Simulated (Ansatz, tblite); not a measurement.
**The cluster Ga4P4: rung by rung**

How do method and basis change the picture of the cluster Ga4P4 (singlet)?

Method: as each input shows; program: Ansatz 0.2.0, Gaussian basis.

The runs, in order: GFN1-xTB, GFN2-xTB, PBE-D4/def2-TZVP, r2SCAN-D4/def2-TZVP, BLYP-D4/def2-TZVP, B2PLYP/def2-TZVP, PBE-D4/def2-SVP, PBE0-D4/def2-SVP, HF/6-31G, B3LYP-D4/6-31G, PBE0-D4/def2-TZVPD, PBE-D4/def2-TZVPD, MP2/def2-SVP, RPA/def2-SVP.

11 further runs of the same task are left out: 9 that didn't finish, 2 set aside as unsound or not needed. Runs told in other sessions of the task aren't counted.

### Step 1. The relaxed structure

The singlet was relaxed beforehand with PBE0-D4/def2-SVP. At that level it is the lowest of the isomers that a small search found.

8 atoms, charge 0, spin multiplicity 1.

Bond lengths: Ga1–P5 2.522 Å, Ga2–P7 2.522 Å, Ga3–P6 2.522 Å, Ga4–P8 2.522 Å, P5–P6 2.295 Å, P5–P7 2.295 Å, P6–P8 2.295 Å, P7–P8 2.295 Å. Angles: Ga1–P5–P6 73.8°, Ga1–P5–P7 73.8°, P6–P5–P7 86.1°, Ga3–P6–P5 73.8°, Ga3–P6–P8 73.8°, P5–P6–P8 86.1°, Ga2–P7–P5 73.8°, Ga2–P7–P8 73.8°, P5–P7–P8 86.1°, Ga4–P8–P6 73.8°, Ga4–P8–P7 73.8°, P6–P8–P7 86.1°.

PBE0-D4/def2-TZVP was run before; its log isn't repeated, and its numbers join the tables.

### Step 2. GFN1-xTB

Tight binding, by tblite at 300 K electronic temperature and without a spin-polarisation term:

```python
tblite.interface.Calculator('GFN1-xTB', numbers, positions, charge=0, uhf=0).singlepoint()
```

Energy -432.3330 eV, HOMO -8.51 eV, LUMO -6.20 eV; 0.012 s.

### Step 3. GFN2-xTB

Tight binding, by tblite at 300 K electronic temperature and without a spin-polarisation term:

```python
tblite.interface.Calculator('GFN2-xTB', numbers, positions, charge=0, uhf=0).singlepoint()
```

Energy -407.4984 eV, HOMO -8.49 eV, LUMO -6.25 eV; 0.012 s.

### Step 4. PBE-D4/def2-TZVP

start.molden holds the orbitals of an earlier run on this state, given as this run's starting guess.

The input, in.yaml:

```yaml
crystal:
  periodic: [false, false, false]
  atoms:
    - {symbol: Ga, position_ang: [1.151870, 2.189251, -1.028151]}
    - {symbol: Ga, position_ang: [0.303687, -2.624803, -0.440956]}
    - {symbol: Ga, position_ang: [0.348830, -1.374059, 2.273015]}
    - {symbol: Ga, position_ang: [-1.804310, 1.809640, -0.803889]}
    - {symbol: P, position_ang: [1.593419, -0.068976, 0.005240]}
    - {symbol: P, position_ang: [-0.020042, 0.923674, 1.299965]}
    - {symbol: P, position_ang: [-0.067446, -0.387702, -1.545529]}
    - {symbol: P, position_ang: [-1.505998, -0.467006, 0.240306]}
basis:
  gaussian: {orbitals: def2-TZVP, initial_orbitals: start.molden}
hamiltonian: {xc: pbe, dispersion: d4}
scf: {omitted_lower_state_checks: [starts]}
output: {forces: true, orbitals: {seedname: orbitals}}
```

The run is started by

```sh
$ ansatz run in.yaml --threads 4 --pin off --events-out ev --progress --plain --max-ram 4787MiB
```

The runs that follow: r2SCAN-D4/def2-TZVP; BLYP-D4/def2-TZVP; B2PLYP/def2-TZVP; PBE-D4/def2-SVP; PBE0-D4/def2-SVP; HF/6-31G; B3LYP-D4/6-31G; PBE0-D4/def2-TZVPD; PBE-D4/def2-TZVPD; MP2/def2-SVP; RPA/def2-SVP.

Q: Predict the results of all the runs planned. Wanted: gap in def2-TZVP, named functionals, smallest and largest; correlation energy, MP2/def2-SVP; binding an atom, functionals in def2-TZVP; PBE0 total energy, smallest basis above largest.

The runs gave:

```
                                                 quantity                                 value
gap in def2-TZVP, named functionals, smallest and largest  1.64 eV (BLYP-D4), 2.92 eV (PBE0-D4)
                         correlation energy, MP2/def2-SVP                             -35.06 eV
                binding an atom, functionals in def2-TZVP     2.45 (B2PLYP) to 2.79 eV (PBE-D4)
          PBE0 total energy, smallest basis above largest       39.68 eV (def2-SVP, def2-TZVPD)
```

**Reading.** Over the named functionals in def2-TZVP the gap runs from 1.64 eV (BLYP-D4) to 2.92 eV (PBE0-D4); exact exchange widens it.
